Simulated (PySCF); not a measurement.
**WHCl: relaxation and vibrations of the singlet**

The task is one start of a wider search on WHCl: the singlet, from a bent start. It is relaxed, tested by its Hessian and followed downhill if it is a saddle.

Computed with PySCF 2.14.0. Level: PBE0, basis W def2-TZVP with ECP60, H def2-TZVP, Cl def2-TZVP, scalar-relativistic core potentials, no spin–orbit coupling, density fitting.

### Step 1. The starting structure

3 atoms, charge 0, spin multiplicity 1.

Bond lengths: W1–H2 1.690 Å, W1–Cl3 2.360 Å. Angles: H2–W1–Cl3 110.0°.

```xyz
3
charge 0 multiplicity 1
W     0.0000    0.0000    0.0000
H    -1.3844    0.0000    0.9693
Cl    1.9332    0.0000    1.3536
```

### Step 2. First SCF at the start

One driver script runs all steps and calls PySCF; scf.py shows how it sets up the SCF of each step. The optimiser is the driver's own. After this first run the driver tries any further starts and a stability analysis.

Contents of scf.py:

```python
from pyscf import gto, scf, dft
mol = gto.M(atom='''
W      0.000000     0.000000     0.000000
H     -1.384400     0.000000     0.969300
Cl     1.933200     0.000000     1.353600''',
    basis={'W': 'def2-TZVP', 'H': 'def2-TZVP', 'Cl': 'def2-TZVP'},
    ecp={'W': 'def2-TZVP'},
    charge=0, spin=0)
mf = dft.RKS(mol, xc='PBE0')
mf.grids.atom_grid = (50, 194)
aux = {'W': 'def2-universal-JKFIT', 'H': 'def2-universal-JKFIT', 'Cl': 'def2-universal-JKFIT'}
mf = mf.density_fit(auxbasis=aux)
mf.conv_tol = 1e-08
mf.diis_space = 10
mf.max_cycle = 60
mf.init_guess = 'minao'
mf.verbose = 4
mf.kernel()
```

The run is started by

```
OMP_NUM_THREADS=2 python axn.py task.json out
```

Log:

```text
init E= -509.003565013701
  HOMO = -0.294369407823465  LUMO = -0.290279467270769  gap/eV = 0.11129
cycle= 1 E= -527.509396860312  delta_E= -18.5  |g|= 0.518  |ddm|= 6.64
  HOMO = -0.243716552146276  LUMO = -0.173590591158521  gap/eV = 1.90822
cycle= 2 E= -527.294115551636  delta_E= 0.215  |g|= 1.05  |ddm|= 1.43
  HOMO = -0.167877680399324  LUMO = -0.102488650683339  gap/eV = 1.77933
cycle= 3 E= -527.576137220389  delta_E= -0.282  |g|= 0.221  |ddm|= 0.959
  HOMO = -0.212423866787605  LUMO = -0.133539278564373  gap/eV = 2.14656
cycle= 4 E= -527.590110426337  delta_E= -0.014  |g|= 0.0914  |ddm|= 0.315
  HOMO = -0.207760544101866  LUMO = -0.123871619048345  gap/eV = 2.28273
cycle= 5 E= -527.593946154279  delta_E= -0.00384  |g|= 0.0241  |ddm|= 0.143
  HOMO = -0.209004924566628  LUMO = -0.121965344085867  gap/eV = 2.36847
cycle= 6 E= -527.595569230616  delta_E= -0.00162  |g|= 0.0185  |ddm|= 0.113
  HOMO = -0.209120745642444  LUMO = -0.118826872045913  gap/eV = 2.45702
cycle= 7 E= -527.597009132537  delta_E= -0.00144  |g|= 0.0123  |ddm|= 0.129
  HOMO = -0.211115711112945  LUMO = -0.117116572598841  gap/eV = 2.55785
cycle= 8 E= -527.598146374214  delta_E= -0.00114  |g|= 0.00747  |ddm|= 0.167
  HOMO = -0.209598558240468  LUMO = -0.116417001422178  gap/eV = 2.53560
cycle= 9 E= -527.598382418448  delta_E= -0.000236  |g|= 0.00338  |ddm|= 0.0722
  HOMO = -0.209048899288512  LUMO = -0.116581455379163  gap/eV = 2.51617
cycle= 10 E= -527.598439992234  delta_E= -5.76e-05  |g|= 0.00159  |ddm|= 0.0441
  HOMO = -0.209197366192446  LUMO = -0.116413206236548  gap/eV = 2.52479
cycle= 11 E= -527.598444549083  delta_E= -4.56e-06  |g|= 0.000766  |ddm|= 0.0151
  HOMO = -0.209044435583175  LUMO = -0.116731461285341  gap/eV = 2.51196
cycle= 12 E= -527.598444928457  delta_E= -3.79e-07  |g|= 0.000284  |ddm|= 0.0024
  HOMO = -0.209101940797806  LUMO = -0.116781811807051  gap/eV = 2.51216
cycle= 13 E= -527.598445005837  delta_E= -7.74e-08  |g|= 0.000106  |ddm|= 0.00111
  HOMO = -0.209112275570728  LUMO = -0.116785882646489  gap/eV = 2.51233
cycle= 14 E= -527.598445025869  delta_E= -2e-08  |g|= 4.81e-05  |ddm|= 0.000532
  HOMO = -0.209101109750616  LUMO = -0.116809389284282  gap/eV = 2.51139
cycle= 15 E= -527.598445036143  delta_E= -1.03e-08  |g|= 3e-05  |ddm|= 0.000552
  HOMO = -0.209111716219133  LUMO = -0.116802760292258  gap/eV = 2.51185
cycle= 16 E= -527.598445037851  delta_E= -1.71e-09  |g|= 1.79e-05  |ddm|= 0.000239
  HOMO = -0.209109699161669  LUMO = -0.116810711808055  gap/eV = 2.51158
Extra cycle  E= -527.598445038028  delta_E= -1.77e-10  |g|= 1.27e-05  |ddm|= 5.8e-05
converged SCF energy = -527.598445038028
```

This step, with its further starts and checks, needed 7.8 s of wall time on 2 threads of Arm Neoverse V2, shared host.

Energies from each starting density:

| start | energy (Eh) |
| --- | --- |
| the minimal-basis guess | -527.598445 |
| a thermally smeared density | -527.598445 |
| a smeared PBE density | -527.598115 |

This is not the lowest solution: one lies 0.2 kJ/mol lower, at -527.59852 Eh, and the relaxation starts from that.

### Step 3. Relaxing the singlet from the bent start

The program finds Cs symmetry in the start, which this walk keeps. The walk stops when the largest gradient is under 0.0003 Eh/bohr and the energy has settled too.

Edit scf.py of step 2 so:

```diff
@@ -3,3 +3,3 @@
-W      0.000000     0.000000     0.000000
-H     -1.384400     0.000000     0.969300
-Cl     1.933200     0.000000     1.353600''',
+W     -0.301038     0.000000    -0.219666
+H     -1.685438     0.000000     0.749634
+Cl     1.632162     0.000000     1.133934''',
@@ -16 +15,0 @@
-mf.init_guess = 'minao'
```

Steps of the walk:

| step | energy (Eh) | change (kJ/mol) | largest symmetric gradient (Eh/bohr) |
| --- | --- | --- | --- |
| 0 | -527.598525 | 0.00 | 0.03850 |
| 1 | -527.608916 | -27.28 | 0.02061 |
| 2 | -527.611072 | -32.94 | 0.02177 |
| 3 | -527.612177 | -35.84 | 0.00247 |
| 4 | -527.612275 | -36.10 | 0.00156 |
| 5 | -527.612298 | -36.16 | 0.00051 |
| 6 | -527.612299 | -36.16 | 0.00019 |

The walk took 9.3 s.

Geometry (Å) and forces (eV/Å) at some steps:

```
step 0
W   -0.301   0.000  -0.220   1.979  -0.001   1.927
H   -1.685   0.000   0.750  -0.248   0.001  -0.342
Cl   1.632   0.000   1.134  -1.731   0.000  -1.585
step 1
W   -0.257   0.000  -0.144   0.917   0.000   1.061
H   -1.714   0.000   0.721  -0.197   0.000  -0.271
Cl   1.616   0.000   1.088  -0.720   0.000  -0.790
step 3
W   -0.230   0.000  -0.046  -0.107   0.000   0.127
H   -1.787   0.000   0.668   0.035   0.000  -0.094
Cl   1.663   0.000   1.042   0.072   0.000  -0.033
step 6
W   -0.232   0.000  -0.019  -0.008   0.000   0.006
H   -1.808   0.000   0.650   0.010   0.000   0.000
Cl   1.686   0.000   1.033  -0.002   0.000  -0.006
```

It settles in Cs symmetry, 36.2 kJ/mol below the start, after 6 steps: W–Cl 2.187 Å, W–H 1.712 Å; Cl–W–H 128.2°.

### Step 4. Frequencies

On the finer grid the gradient is checked again; gradients at displacements of ±0.02 bohr then give force constants and infrared intensities.

Edit scf.py of step 3 so:

```diff
@@ -3,3 +3,3 @@
-W     -0.301038     0.000000    -0.219666
-H     -1.685438     0.000000     0.749634
-Cl     1.632162     0.000000     1.133934''',
+W     -0.297844     0.000000    -0.171726
+H     -1.871733     0.000000     0.499965
+Cl     1.618218     0.000000     0.881843''',
@@ -10 +10 @@
-mf.grids.atom_grid = (50, 194)
+mf.grids.atom_grid = (75, 302)
@@ -13 +13 @@
-mf.conv_tol = 1e-08
+mf.conv_tol = 1e-10
```

This SCF starts from the last density.

SCF at the final geometry:

```text
init E= -527.612326054614
  HOMO = -0.210576374437922  LUMO = -0.11507092546441  gap/eV = 2.59884
cycle= 1 E= -527.61232605464  delta_E= -2.55e-11  |g|= 2.36e-06  |ddm|= 1.33e-05
  HOMO = -0.210576467236554  LUMO = -0.115070963747899  gap/eV = 2.59884
Extra cycle  E= -527.612326054655  delta_E= -1.59e-11  |g|= 2.94e-06  |ddm|= 1.21e-05
converged SCF energy = -527.612326054655
```

The whole step took 32 s.

Geometry: Cs; W–Cl 2.187 Å, W–H 1.711 Å; Cl–W–H 128.1°.

Modes, for the most abundant isotopes:

```tsv
symmetry	ω (cm⁻¹)	IR (km/mol)	μ (u)	type
a'	424	14.1	7.91	mixed
a'	499	62.4	1.16	bend
a'	1987	145	1.01	stretch
```

No imaginary mode, so this is a minimum.

Constants and moments:

```
Dipole moment                                                   : 1.22 D
Highest occupied level                                          : -5.73 eV
Lowest empty level                                              : -3.13 eV
Rotational constants                                            : 9.395, 0.1183, 0.1168 cm⁻¹
Zero-point energy                                               : 17.4 kJ/mol
Principal polarisabilities                                      : 60.9, 65.1, 73.4 bohr³
Atomisation energy without zero-point energy                    : 535 kJ/mol
Principal traceless quadrupole moments about the centre of mass : -2.97, -1.33, 4.30 D Å
Entropy at 298.15 K and 1 bar                                   : 274.8 J/(mol K)
Heat capacity Cp at 298.15 K                                    : 44.5 J/(mol K)
Enthalpy at 298.15 K above 0 K                                  : 11.26 kJ/mol
Rotational symmetry number                                      : 1
```

Populations by atom (charges in e):

```
atom  Mulliken  Löwdin  polar tensor  Mayer order to W1
  W1      0.36    0.00          0.61                  –
  H2     -0.11   -0.15         -0.20               0.99
 Cl3     -0.25    0.15         -0.41               1.37
```

Outer orbital energies (eV). occupied: -44.97, -23.40, -11.93, -10.65, -10.48, -9.36, -6.02, -5.73; empty: -3.13, -3.01, -2.69, -0.86.

Mulliken populations on W1 (outside its core potential): s 3.25, p 6.22, d 4.14, f 0.03.

### Step 5. The broken-symmetry singlet

A stability analysis found the closed shell of the lowest minimum unstable towards spin polarisation, so the unrestricted solution is followed.

The program finds Cs symmetry in the start, which may break.

Edit scf.py of step 4 so:

```diff
@@ -3,3 +3,3 @@
-W     -0.297844     0.000000    -0.171726
-H     -1.871733     0.000000     0.499965
-Cl     1.618218     0.000000     0.881843''',
+W     -0.297445     0.000000    -0.170597
+H     -1.871333     0.000000     0.501094
+Cl     1.618617     0.000000     0.882972''',
@@ -9,2 +9,2 @@
-mf = dft.RKS(mol, xc='PBE0')
-mf.grids.atom_grid = (75, 302)
+mf = dft.UKS(mol, xc='PBE0')
+mf.grids.atom_grid = (50, 194)
@@ -13 +13 @@
-mf.conv_tol = 1e-10
+mf.conv_tol = 1e-08
```

Energy and gradient, step by step:

| step | energy (Eh) | change (kJ/mol) | largest gradient (Eh/bohr) |
| --- | --- | --- | --- |
| 0 | -527.646421 | 0.00 | 0.01613 |
| 1 | -527.647552 | -2.97 | 0.00419 |
| 2 | -527.647752 | -3.49 | 0.00193 |
| 3 | -527.647811 | -3.65 | 0.00190 |
| 4 | -527.647839 | -3.72 | 0.00089 |
| 5 | -527.647843 | -3.73 | 0.00014 |
| 6 | -527.647843 | -3.73 | 0.00000 |

The walk took 12 s.

End point (Cs, 6 steps, 3.7 kJ/mol gained): W–Cl 2.233 Å, W–H 1.702 Å; Cl–W–H 121.0°.

### Step 6. Frequencies

The same treatment as at the point before.

Edit scf.py of step 5 so:

```diff
@@ -3,3 +3,3 @@
-W     -0.297445     0.000000    -0.170597
-H     -1.871333     0.000000     0.501094
-Cl     1.618617     0.000000     0.882972''',
+W     -0.296157     0.000000    -0.188913
+H     -1.804257     0.000000     0.600007
+Cl     1.609973    -0.000000     0.974880''',
@@ -10 +10 @@
-mf.grids.atom_grid = (50, 194)
+mf.grids.atom_grid = (75, 302)
@@ -13 +13 @@
-mf.conv_tol = 1e-08
+mf.conv_tol = 1e-10
```

SCF at the final geometry:

```text
init E= -527.647926228952
[... the frontier-level lines of each cycle are left out ...]
cycle= 1 E= -527.647926228968  delta_E= -1.65e-11  |g|= 1.61e-06  |ddm|= 5.52e-06
Extra cycle  E= -527.64792622897  delta_E= -1.71e-12  |g|= 2.32e-06  |ddm|= 5.54e-06
converged SCF energy = -527.64792622897  <S^2> = 1.8546635  2S+1 = 2.9014917
```

The whole step needed 54 s of wall time on 2 threads of Arm Neoverse V2, shared host.

Geometry: Cs; W–Cl 2.233 Å, W–H 1.702 Å; Cl–W–H 121.0°.

Harmonic modes (main isotopes):

| ω (cm⁻¹) | IR (km/mol) | μ (u) |
| --- | --- | --- |
| 396 | 23.1 | 9.12 |
| 456 | 52.2 | 1.14 |
| 1991 | 136 | 1.01 |

No imaginary mode, so this is a minimum.

Here the density breaks the symmetry of the frame, and no labels are given.

Constants and moments:

| Quantity | Value |
| --- | --- |
| Dipole moment | 1.92 D |
| Highest occupied level | -6.16 eV |
| Lowest empty level | -2.49 eV |
| Rotational constants | 7.975, 0.1138, 0.1122 cm⁻¹ |
| Zero-point energy | 17.0 kJ/mol |
| Principal polarisabilities | 56.5, 59.2, 74.0 bohr³ |
| Atomisation energy without zero-point energy | 629 kJ/mol |
| Principal traceless quadrupole moments about the centre of mass | -2.28, 0.28, 2.00 D Å |
| Entropy at 298.15 K and 1 bar | 276.7 J/(mol K) |
| Heat capacity Cp at 298.15 K | 45.1 J/(mol K) |
| Enthalpy at 298.15 K above 0 K | 11.42 kJ/mol |
| Rotational symmetry number | 1 |
| Spin squared ⟨S²⟩ | 1.855 |

Populations by atom (charges in e):

| atom | Mulliken | Löwdin | polar tensor | spin (Mulliken) | Mayer order to W1 |
| --- | --- | --- | --- | --- | --- |
| W1 | 0.40 | 0.05 | 0.74 | 0.00 | – |
| H2 | -0.09 | -0.12 | -0.23 | 0.00 | 0.99 |
| Cl3 | -0.31 | 0.07 | -0.50 | 0.00 | 1.22 |

Mulliken populations on W1 (outside its core potential): s 3.03, p 6.25, d 4.30, f 0.03.

### Step 7. All stationary points

| spin | group | bonds | imaginary modes (cm⁻¹) | ΔE (kJ/mol) | with zero-point energy |
| --- | --- | --- | --- | --- | --- |
| broken-symmetry (Ms = 0) | Cs (density of lower symmetry) | W–Cl 2.233 Å, W–H 1.702 Å | none | 0.0 | 0.0 |
| singlet | Cs | W–Cl 2.187 Å, W–H 1.711 Å | none | 93.5 | 93.9 |

### Step 8. Summary of results

| quantity | value |
| --- | --- |
| minimum | broken-symmetry (Ms = 0), Cs |
| geometry | W–Cl 2.233 Å, W–H 1.702 Å; Cl–W–H 121.0° |
| wavenumbers (cm⁻¹) | 396, 456, 1991 |
| dipole moment | 1.92 D |
| highest occupied, lowest empty level (either spin) | -6.16, -2.49 eV |
| polar-tensor charge of W1 | +0.74 e |
| zero-point energy | 17.0 kJ/mol |
| entropy at 298.15 K | 276.7 J/(mol K) |
| atomisation energy (no zero-point energy) | 629 kJ/mol |
| ⟨S²⟩ | 1.855 |

In words: The molecule stays Cs, as typed, and the end point is a minimum. The determinant is spin-contaminated (⟨S²⟩ = 1.85 against 0.00), so it is no pure spin state. In the infrared the band at 1991 cm⁻¹ (stretch) leads. Only this shape and spin were tried, so other structures or states may lie lower. The SCF density has lower symmetry than the nuclear frame. With an element this heavy the missing spin–orbit coupling can shift these numbers.

The search up to here took 2 min.
